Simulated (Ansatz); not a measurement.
# Ca (Calcium): how the settings move a single-point run

How sensitive is a single-point run of Ca (Calcium) to its settings? A reference run comes first, then one run with altered input.

Program: Ansatz 0.2.0. Level of theory: reference: DFT, PBEsol, all-electron LAPW, scalar-relativistic; levels and slopes on a fine mesh, independent-particle optical spectra. These are calculated values, not measurements.

### 1 The system as given

It takes space group Fm-3m (No. 225, cubic). Conventional cell: a = 5.456 Å, b = 5.456 Å, c = 5.456 Å, α = 90.00°, β = 90.00°, γ = 90.00°. Ca (site symmetry m-3m) has 12 Ca at 3.86 Å as nearest neighbours.

As a file:

```cif
data_structure
_symmetry_space_group_name_H-M 'P 1'
_symmetry_Int_Tables_number 1
_cell_length_a 3.8577
_cell_length_b 3.8577
_cell_length_c 3.8577
_cell_angle_alpha 60.000
_cell_angle_beta 60.000
_cell_angle_gamma 60.000
_cell_volume 40.60
loop_
_atom_site_label
_atom_site_type_symbol
_atom_site_fract_x
_atom_site_fract_y
_atom_site_fract_z
_atom_site_occupancy
Ca1 Ca 0.00000 0.00000 0.00000 1
```

### 2 Reference

File input.yaml:

```yaml
crystal:
  lattice:
    - [0.0, 2.72782739866, 2.72782739866]
    - [2.72782739866, 0.0, 2.72782739866]
    - [2.72782739866, 2.72782739866, 0.0]
  atoms:
    - { symbol: Ca, position: [0.0, 0.0, 0.0] }
kpoints:
  mp_grid: { grid: [12, 12, 12] }
scf:
  occupations: { method: fermi_dirac, width: 0.08 }
hamiltonian:
  xc: pbesol
  pseudopotentials: { kind: all_electron, lapw: { basis_error: 0.001 } }
output:
  forces: true
  stress: true
  eigenvalues: true
  eigenstates:
    nscf_kmesh: { grid: [16, 16, 16] }
    de_dk: true
    e_range: [-14, 14]
  optics:
    e_range: [0, 25]
    de: 0.2
    sigma: 0.15
    bands: { spectra_wanted_up_to: 25 }
    nscf_kmesh: { grid: [16, 16, 16] }
    drude_damping: 0.05
checkpoint:
  write: ck
  write_wavefunctions: false
```

On the command line:

```console
> ansatz run input.yaml --threads 1 --pin off --max-ram 3072MiB --backend cpu --events-out ev --progress --plain --runs-dir out
```

### 3 Variant: occupations.method gaussian, occupations.width 0.3, xc_grid 2

input.yaml, as its differences from that of step 2:

```diff
@@ -10,3 +10,3 @@
 scf:
-  occupations: { method: fermi_dirac, width: 0.08 }
+  occupations: { method: gaussian, width: 0.3 }
 hamiltonian:
@@ -32 +32,3 @@
   write_wavefunctions: false
+basis:
+  xc_grid: 2
```

Before running it: what results should come out? Wanted: for each run, ending; energy change; pressure; gap; force.

As calculated:

```
                                                             run     ending        energy change  pressure (GPa)  gap (eV)  force (eV/Å)  cycles  time
                                                       reference  converged                    0             0.0      0.00          0.00       -  21 s
1: occupations.method gaussian, occupations.width 0.3, xc_grid 2  converged  -1.9 meV/atom (σ→0)             0.0      0.00          0.00       6  21 s
```

Residual by cycle in the longest SCF loop of each run; runs are numbered as in the table. The quantity is the density residual dr2, in eV.

```
cycle  reference    run 1
    1    0.00965  0.00904
    2    0.00624  0.00592
    3     3.4e-4   3.6e-4
    4     5.1e-7   4.8e-7
    5     8.1e-9   8.0e-9
    6    8.9e-12  7.3e-12
```

Changing the smearing and numerical grids moves the energy by -1.9 meV/atom (σ→0 values).
